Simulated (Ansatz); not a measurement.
# TiH5 in Ansatz: single point with PBEsol

Aim: the single point of TiH5 with PBEsol.

All numbers are computed with Ansatz 0.2.0; they aren't measurements. Logs are shortened: lines on timing, memory, paths and dates and some standing lists are left out, and cuts for length are marked.

## 1. The structure

The cell holds a sheet with vacuum, 6 atoms: a = 3.058 Å, b = 3.058 Å, c = 30.887 Å, α = 90.00°, β = 90.00°, γ = 120.00°.

The cell was built by a generator and needn't be a form met in nature.

## 2. Single point, PBEsol

File input.yaml:

```yaml
crystal:
  lattice:
    - [3.05754, 0.0, 0.0]
    - [-1.52877, 2.6479, 0.0]
    - [0.0, 0.0, 30.88676]
  atoms:
    - { symbol: Ti, position: [0.66667, 0.33333, 0.2752] }
    - { symbol: H, position: [0.33333, 0.66667, 0.31005] }
    - { symbol: H, position: [0.33333, 0.66667, 0.24035] }
    - { symbol: H, position: [0.66667, 0.33333, 0.2178] }
    - { symbol: H, position: [0.66667, 0.33333, 0.3326] }
    - { symbol: H, position: [0.0, 0.0, 0.2752] }
kpoints:
  mp_grid: { grid: [10, 10, 1] }
scf:
  occupations: { method: fermi_dirac, width: 0.05 }
hamiltonian:
  xc: pbesol
  pseudopotentials: { kind: all_electron, lapw: { basis_error: 0.002 } }
output:
  forces: true
  stress: true
  eigenvalues: true
```

Potentials or basis: all-electron LAPW, scalar-relativistic.

Command:

```bash
ansatz run input.yaml --threads 8 --pin off --max-ram 28672MiB --backend cpu --events-out ev --progress --plain --runs-dir out
```

The log of the run:

```text
Warning: the atoms were moved onto the symmetric positions of the space group found under crystal.symmetry.tolerance 1.0e-5 (fractional; no operation is sought that the atoms, as they stand in a round, miss by more than twice it, and no atom is moved by as much as it), and the run uses the moved positions. Before a round's move an operation carried an atom to 3.57e-5 Å from where it should land, the largest such distance. Atom 0 (counting from 0) moved farthest, by 1.77e-5 Å; the longest move in fractions of the cell, of whichever atom, is 0.47 of the tolerance, in 1 round. To run the atoms as typed, lower crystal.symmetry.tolerance until the operations that they miss are no longer found, or set crystal.symmetry.detect: false (a key that needs symmetry detection or time reversal refuses this as the deck is read). The positions used, in the order of the run's atom list: position: [0.6666666666666666, 0.3333333333333333, 0.2752]; position: [0.3333333333333333, 0.6666666666666666, 0.31005]; position: [0.3333333333333333, 0.6666666666666666, 0.24035]; position: [0.6666666666666666, 0.3333333333333333, 0.2178]; position: [0.6666666666666666, 0.3333333333333333, 0.3326]; position: [-6.1678821636690015e-18, 6.1678821636690015e-18, 0.2752]; The lattice was moved too: crystal.lattice keeps the space group found at crystal.symmetry.tolerance 1.0e-5 only nearly: the operation that it misses by the most changes a squared length by the fraction 4.78e-6. The run uses the lattice that is a stretch of the typed one, with no rotation, onto the one that keeps every operation to a double's rounding (on a very oblique basis the stretch itself rounds by more); the deck's lattice vector that moved farthest moved by 4.22e-6 Å. To run the lattice as typed, set crystal.symmetry.tolerance under 4.78e-6, the least fraction by which an operation that the lattice misses changes a squared length (the same key also sets how far an atom may lie from its image, so lowering it can lose operations that the atoms keep only within it), or set crystal.symmetry.detect: false, as for the atoms. crystal.lattice made exact, in Å and degrees: [[3.0575357777901253, 0.0, 0.0], [-1.5287678888950627, 2.647903656546061, 0.0], [0.0, 0.0, 30.88676]]. Pasted over the deck's crystal.lattice, beside positions in fractional coordinates, it runs the same cell (given as lengths and angles, that cell in the form's own orientation, a rigid turn of the misfit's size from the one run here, for which a checkpoint.post_process_only pass over this run's state can be refused: where this run relaxes nothing, give such a pass this deck's own crystal.lattice, as typed; behind a relaxation, as crystal.lattice, the state's own cell, identity.cell in its checkpoint.json), and a matrix so pasted ends this notice, except on a very skew basis of the lattice, where the rounding of the pasted numbers themselves can read as a misfit: the cell is then moved again, and that move is told again. The lattice as run is in this notice's lattice.as_run_ang field (Run.prep()["deck_notices"] in Python, the deck_notice line of an events file, deck_notices of ansatz run --dry-run=json, or deck_notices in record.json in the deck's checkpoint.write directory).
Warning: RAYON_NUM_THREADS=8 ignored (pool sized by the plan → 8); use --threads N
LAPW: plane waves up to 8.859 Å⁻¹, error target 2.0e-3 eV per atom; small_component_spin mean_spin; H in spheres of 0.599 Å, 1 of its electrons in bands, Dirac shells []; Ti in spheres of 1.166 Å, 18 of its electrons in bands, Dirac shells [] (how accurate: hamiltonian.pseudopotentials.lapw.basis_error, Limitations)
Engine: ansatz 0.2.0, x86_64-unknown-linux-gnu
Pseudopotentials: kind: all_electron
Pseudopotential: Ti, LAPW, valence charge 18, lapw/all_electron/scalar/gaussian/Ti, Koelling and Harmon's equation, gaussian nucleus
Pseudopotential: H, LAPW, valence charge 1, lapw/all_electron/scalar/gaussian/H, Koelling and Harmon's equation, gaussian nucleus
Functional definition: PBEsol
  exchange = pbesol_x
  correlation = pbesol_c
Crystal: 6 atoms, lattice volume = 250.061 Å³
Basis set: ecut = 299.01007137006957 eV, 2997 PW (Γ), exchange–correlation at level 2
Bands: 18, of which v1, the nominal top of the filled ones, is band 12 counted from 1 (11 counted from 0)
Symmetry: 12 space group operations
Space group: P-6m2 (ITA 187), of the structure as read, at distance tolerance 6.3e-5 Å
k-points: 14 of 100 (time reversal used)
Non-local potential: Ti, projectors of the file, none
Non-local potential: H, projectors of the file, none
Initial density: superposition of atomic densities (neutral atoms: chi_scale 0, normalization atom)
Initial wavefunctions: plane waves of lowest kinetic energy (no species holds an atomic orbital)
Functional: x = pbesol(κ = 0.804, μ = 0.12345679012345678), c = pbesol(β = 0.046)
iter 1 solved again at ethr=7.91e-3 eV; its pass at ethr=1.00e-1 eV (dr2=1.82e0 eV) is discarded
SCF iter   1: F=—  HF=-23285.867176 eV  |F-HF|=—  |Δ(HF+E_count)|=         —  Δρ=2.80e-2  dr2=1.83e0  ethr=7.91e-3  ⟨swp⟩=3.9  Hψ=1721  notcnv=0
preconditioner: auto → LDOS  [insulator: Δε(μ)=0.297 eV  Ē_g=8.574 eV  σ=0.050 eV  W_gap=0.52  n_scr=18 (ndim 8)  ℏωp=7.0 eV  f_vac=0.783  D(μ)=1.31/eV (n_scr^D=8)  ε∞_Penn≈1.7  β→1.0]
SCF iter   2: F=—  HF=-23285.091423 eV  |F-HF|=—  |Δ(HF+E_count)|=   7.76e-1  Δρ=1.23e-2  dr2=3.22e-1  ethr=7.91e-3  ⟨swp⟩=4.1  Hψ=852  notcnv=0
SCF iter   3: F=—  HF=-23284.881092 eV  |F-HF|=—  |Δ(HF+E_count)|=   2.10e-1  Δρ=5.57e-3  dr2=7.12e-2  ethr=1.40e-3  ⟨swp⟩=3.1  Hψ=852  notcnv=0  defer=1
SCF iter   4: F=—  HF=-23284.860703 eV  |F-HF|=—  |Δ(HF+E_count)|=         —  Δρ=2.04e-3  dr2=9.04e-3  ethr=3.10e-4  ⟨swp⟩=3.4  Hψ=812  notcnv=0  defer=1
the basis was enlarged: its passes take 262.8 KiB over the memory plan, 8 of 8 planned eigensolver slots
iter 5 solved again at ethr=2.90e-6 eV; its pass at ethr=3.93e-5 eV (dr2=6.68e-4 eV) is discarded
SCF iter   5: F=—  HF=-23284.860293 eV  |F-HF|=—  |Δ(HF+E_count)|=   4.10e-4  Δρ=4.19e-4  dr2=6.67e-4  ethr=2.90e-6  ⟨swp⟩=2.0  Hψ=1244  notcnv=0
SCF iter   6: F=—  HF=-23284.860187 eV  |F-HF|=—  |Δ(HF+E_count)|=   1.07e-4  Δρ=5.05e-5  dr2=1.22e-5  ethr=2.90e-6  ⟨swp⟩=3.1  Hψ=675  notcnv=0
SCF iter   7: F=—  HF=-23284.860193 eV  |F-HF|=—  |Δ(HF+E_count)|=   6.46e-6  Δρ=9.21e-6  dr2=4.86e-7  ethr=5.32e-8  ⟨swp⟩=3.1  Hψ=715  notcnv=0  defer=1
SCF iter   8: F=-23284.860193 eV  HF=-23284.860193 eV  |F-HF|=1.34e-8  |Δ(HF+E_count)|=   2.06e-7  Δρ=2.47e-6  dr2=8.12e-8  ethr=2.11e-9  ⟨swp⟩=3.1  Hψ=713  notcnv=0
SCF 1 converged in 8 iterations: F = -23284.860193 eV  dr2 = 8.12e-8
SCF converged after 8 iterations
Free energy (F): -23284.860193 eV
Harris-Foulkes:  -23284.860193 eV  (|F-HF|=1.34e-8)
Internal energy: -23284.849304 eV  (E = F + TS)
E sigma→0 (E₀):  -23284.854748 eV
Entropy (-TS):   -0.010890 eV (-1.815 meV/atom)
Fermi energy:    -4.213103 eV
--- Per-component energies (eV) ---
  E_band       = -3068.355127
  E_kinetic    = 23500.575566
  E_xc         = -1166.658088
  E_electrostatic = -45618.766781  (all electrons and nuclei)
  E_smearing   = -0.010890  (= −TS)
  E_closure    = 0.000000  (closes the sum)
  E_atoms      = -23261.566772  (free atoms, spherical and without spin; not in F)
  Σ components = -23284.860193   (vs F -23284.860193, Δ=0.00e0)
  Basis errors (estimates in eV, not in F): energy 1.1e-3 per atom: plane waves 1.0e-3 (7.0e-4 summed), levels above the bands 9.9e-55, relativity 3.6e-9, radial functions 7.1e-5, core shells 8.9e-7; eigenvalues (radial functions only) 4.2e-5; not estimated: angular momenta, meshes, grids; target (lapw.basis_error) 2.0e-3; muffin-tin radii H 0.599 Å, Ti 1.166 Å
--- Forces (eV/Å), atoms counted from 1 ---
  atom   1  Ti     0.00000000    -0.00000000     0.00000000
  atom   2  H     -0.00000000     0.00000000    -0.03333209
  atom   3  H     -0.00000000     0.00000000     0.03333209
  atom   4  H     -0.00000000    -0.00000000     0.04744766
  atom   5  H     -0.00000000    -0.00000000    -0.04744766
  atom   6  H      0.00000000     0.00000000     0.00000000
  max |Σ_I F_I| component: 6.48e-17 eV/Å
--- Stress (GPa, compression-positive) ---
       -0.559770       0.000000       0.000000
        0.000000      -0.559770       0.000000
        0.000000       0.000000      -0.156685
  P = ⅓ Tr σ = -0.4254 GPa (-4.254 kbar)
--- Band table (eV; the first three rows and the last of 14) ---
  k-point 0: bands = ["-442.2398", "-442.2398", "-442.2079", "-60.7535", "-37.0444", "-36.9907", "-36.9907", "-13.2882", "-9.3531", "-8.0869", "-3.7879", "-3.7879", "-1.9838", "-1.9838", "-0.7697", "-0.6150", "0.2019", "1.7880"]
  k-point 1: bands = ["-442.2398", "-442.2398", "-442.2079", "-60.7484", "-37.0389", "-37.0302", "-36.9988", "-13.0477", "-9.2366", "-8.0026", "-4.4842", "-3.6085", "-2.4447", "-2.0355", "-0.2871", "0.0828", "0.3347", "1.9997"]
  k-point 2: bands = ["-442.2398", "-442.2398", "-442.2079", "-60.7350", "-37.1324", "-37.0244", "-37.0199", "-12.3649", "-8.8994", "-7.8436", "-5.5608", "-3.1809", "-3.1021", "-2.1680", "0.4066", "0.6035", "1.0871", "2.5331"]
  k-point 13: bands = ["-442.2398", "-442.2398", "-442.2079", "-60.6942", "-37.3045", "-37.2174", "-36.9803", "-9.1063", "-8.5468", "-7.1580", "-6.5091", "-4.4424", "-3.9204", "-0.8411", "-0.2992", "0.7772", "0.8267", "4.4697"]
```

Run time: 5.6 s. Hardware: 8 threads of AMD EPYC 7R43 (Zen 3), shared host; peak memory 0.81 GiB.

What came out:

* Free energy: -23284.8602 eV
* Largest force: 0.047 eV/Å
* Band gap on the k mesh: none (metal or under the smearing width)
* Work function: 5.99 eV

Forces in eV/Å, atoms in the order of the input:
```
Ti   0.000  0.000  0.000
H    0.000  0.000 -0.033
H    0.000  0.000  0.033
H    0.000  0.000  0.047
H    0.000  0.000 -0.047
H    0.000  0.000  0.000
```

## 3. The reference run

An earlier run on the cell as given: functional PBE; potentials or basis all-electron LAPW, scalar-relativistic; cutoff 330 eV (chosen from the basis error); basis error allowed 0.001 eV/atom; k mesh 10 × 10 × 1; occupations fermi-dirac, width 0.05 eV; no spin polarisation.

* Largest force: 0.005 eV/Å
* Band gap on the k mesh: none (metal or under the smearing width)
* Loewdin charges: Ti +0.68; H -0.08, -0.11, -0.19 e
* Work function: 6.05 eV
